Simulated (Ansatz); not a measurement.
# BeH: the cost of one run

Method: DFT PBE, scalar-relativistic, plane waves, PAW, in Ansatz 0.2.0.

1 further run of the same task is left out (it didn't finish).

## Step 1: The starting structure

The structure is cubic, space group F-43m (No. 216). The conventional cell has a = 3.936 Å, b = 3.936 Å, c = 3.936 Å, α = 90.00°, β = 90.00°, γ = 90.00°. Be (site symmetry -43m) has 4 H at 1.70 Å as nearest neighbours. H (site symmetry -43m) has 4 Be at 1.70 Å as nearest neighbours.

Coordinates:

```
Be H
1.0
     0.00000    1.96823    1.96823
     1.96823    0.00000    1.96823
     1.96823    1.96823    0.00000
Be H
1 1
Cartesian
  0.0000 0.0000 0.0000
  2.9523 2.9523 2.9523
```

This is candidate A: zinc blende type (F-43m, No. 216).

(A quick probe on a coarse mesh, which set the mesh and smearing, is not shown.)

## Step 3: Rough relaxation on the coarse mesh (candidate A)

The input, input.yaml:

```yaml
crystal:
  lattice:
    - [0.0, 1.9682323912, 1.9682323912]
    - [1.9682323912, 0.0, 1.9682323912]
    - [1.9682323912, 1.9682323912, 0.0]
  atoms:
    - { symbol: Be, position: [0.0, 0.0, 0.0] }
    - { symbol: H, position: [0.75, 0.75, 0.75] }
basis:
  ecutwfc: 420
kpoints:
  mp_grid: { grid: [8, 8, 8] }
hamiltonian:
  xc: pbe
scf:
  occupations: { method: gaussian, width: 0.1 }
  lower_state_search: "off"
output:
  forces: true
  stress: true
  eigenvalues: true
relax:
  adjacent_minimum: "off"
  f_tol: 0.04
  max_steps: 70
  cell: { stress_tol: 0.4 }
```

Launch:

```
$ ansatz run input.yaml --threads 1 --pin off --max-ram 2560MiB --backend cpu --events-out ev --progress --plain --runs-dir out
```

Q: Estimate wall time and peak memory on 1 thread of Intel Xeon 6975P-C (Granite Rapids), shared host.

About 1.5 s, with a peak of 0.29 GiB.
